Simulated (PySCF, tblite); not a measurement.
# C₃H₈FNO₄S₂: geometry, infrared bands and NMR shifts

Aim: predict the infrared bands and NMR shifts of C₃H₈FNO₄S₂ (`CCN(S(C)(=O)=O)S(=O)(=O)F`).

The runs use tblite 0.8.0 and PySCF 2.14.0, with density-fitted response routines of our own; the level of theory stands in each step. All values are computed, except where a source is named. Atoms are numbered from 0 throughout.

## (1) Starting geometry

19 atoms, charge 0, multiplicity 1; geometry from: force field or distance geometry start.

Bonds of the start (Å): C0–C1 1.47, C1–N2 1.39, N2–S3 1.64, S3–C4 1.81, S3–O5 1.52, S3–O6 1.49, N2–S7 1.73, S7–O8 1.49, S7–O9 1.50, S7–F10 1.68, C0–H11 1.11, C0–H12 1.11, C0–H13 1.12, C1–H14 1.13, C1–H15 1.14, C4–H16 1.10, C4–H17 1.11, C4–H18 1.12.

## (2) Geometry optimisation with GFN2-xTB

What the job is given:

```
{"job": {"kind": "relax", "xc": "GFN2-xTB", "basis": "xTB"}, "charge": 0, "multiplicity": 1}
C     -2.196800    -0.875400    -0.924200
C     -1.283200    -0.113100    -0.056500
N     -0.063400     0.339900    -0.544700
S      1.342600    -0.510100    -0.522700
C      1.932800    -0.930800     1.131800
O      2.428000     0.390300    -1.077800
O      1.442900    -1.755100    -1.334500
S      0.141500     2.035600    -0.262900
O      1.581200     2.342600    -0.058800
O     -0.591800     2.367800     0.999500
F     -0.475700     2.949700    -1.524700
H     -2.133200    -1.976300    -0.806400
H     -2.193800    -0.558000    -1.983800
H     -3.239200    -0.623800    -0.590500
H     -1.859300     0.760900     0.372300
H     -1.100600    -0.764700     0.861900
H      2.287100    -0.019700     1.629600
H      1.154500    -1.445400     1.728100
H      2.816700    -1.605200     0.971900
```

Run with:

```bash
$ OMP_NUM_THREADS=1 python probes_run.py task.json out
```

One launch serves the whole session: the jobs run in the order shown.

**Question.** This job is followed by: GFN2-xTB harmonic vibrations, gas phase; GIAO PBE0/pcSseg-1 NMR shielding, non-relativistic, gas phase. Predict these results of the whole session: strongest single infrared mode (GFN2-xTB); zero-point energy (GFN2-xTB); 13C shifts against TMS (PBE0/pcSseg-1); 1H shifts against TMS (PBE0/pcSseg-1, means over atoms taken as alike); 15N shifts against NH3 (PBE0/pcSseg-1); 33S shifts against CS2 (PBE0/pcSseg-1); 17O shifts against H2O (PBE0/pcSseg-1, means over atoms taken as alike); 19F shifts against CFCl3 (PBE0/pcSseg-1).

**Answer**, as computed:

| quantity | value |
| --- | --- |
| strongest single infrared mode (GFN2-xTB) | 1350 cm⁻¹, 581 km/mol |
| zero-point energy (GFN2-xTB) | 81.0 kcal/mol |
| 13C shifts against TMS (PBE0/pcSseg-1) | 48.7, 45.0, 17.5 ppm |
| 1H shifts against TMS (PBE0/pcSseg-1, means over atoms taken as alike) | 3.86, 3.37, 1.62 ppm |
| 15N shifts against NH3 (PBE0/pcSseg-1) | 183.8 ppm |
| 33S shifts against CS2 (PBE0/pcSseg-1) | 308, 298 ppm |
| 17O shifts against H2O (PBE0/pcSseg-1, means over atoms taken as alike) | 243.3, 233.6 ppm |
| 19F shifts against CFCl3 (PBE0/pcSseg-1) | 82.4 ppm |

Relaxing lowered the energy by 2.613 eV in 99 steps; the close pair that moved most is N2–S7, from 1.731 to 1.619 Å. No mode is imaginary among the 51: a minimum at this level. The strongest single mode, at 1350 cm⁻¹, has its largest shares on S7, O8 and O9 (the list is cut at 3 atoms). Unscaled tight-binding wavenumbers are off by several per cent, some by more. Its intensities can rank the bands wrongly. H14, H15 (mean) (hydrogen on an sp3 CH2 bonded to N) lies farthest downfield among hydrogen, at 3.86 ppm; its carbon carries N, hence the downfield position. At PBE0/pcSseg-1: The largest span, 389 ppm, is at F10, where the paramagnetic term is -390 ppm.
